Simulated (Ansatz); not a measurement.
Set up this calculation in Ansatz 0.2.0, as the native input.

| Quantity | Value |
| --- | --- |
| Task | single point |
| Functional | HSE06 form with a typed share of exact exchange |
| Potentials or basis | Ansatz PAW |
| Cutoff | 420 eV (not typed: the program's choice for these potentials) |
| k mesh | 5 × 5 × 5 |
| Occupations | fermi-dirac, width 0.05 eV |
| Spin | no spin polarisation |
| Share of exact exchange | 0.1 |

The system is WS.

```
CELL_PARAMETERS angstrom
3.00789 0.00000 0.00000
0.00000 3.00789 0.00000
0.00000 0.00000 3.00789
ATOMIC_POSITIONS crystal
W 0.50000 0.50000 0.50000
S 0.00000 0.00000 0.00000
```

The cell was built by a generator and needn't be a form met in nature.

One way to write it, as run:

input.yaml

```yaml
crystal:
  lattice:
    - [3.00789, 0.0, 0.0]
    - [0.0, 3.00789, 0.0]
    - [0.0, 0.0, 3.00789]
  atoms:
    - { symbol: W, position: [0.5, 0.5, 0.5] }
    - { symbol: S, position: [0.0, 0.0, 0.0] }
hamiltonian:
  xc:
    exchange: pbe
    correlation: pbe
    exx: { coeff: 0.1, omega: 0.2078699 }
  pseudopotentials: { kind: paw }
kpoints:
  mp_grid: { grid: [5, 5, 5] }
scf:
  occupations: { method: fermi_dirac, width: 0.05 }
output:
  forces: true
  stress: true
  eigenvalues: true
```

Potentials or basis: Ansatz PAW.

Launch:

```bash
$ ansatz run input.yaml --threads 2 --pin off --max-ram 5632MiB --backend cpu --events-out ev --progress --plain --runs-dir out
```

Results of the run:

```
Pressure               : -3.1 GPa
Band gap on the k mesh : none (metal or under the smearing width)
```

Caveat: the k mesh is coarse (spacing up to 0.42 Å⁻¹), so the values aren't converged, least of all with exact exchange; the PAW data sets come from PBE, with cores solved anew for the run's functional, which leaves a small shift of forces and pressure; the thresholds are loose for stress.

Run time: 7.4 s on 2 threads of Arm Neoverse V2, on a shared host, peak memory 0.67 GiB.
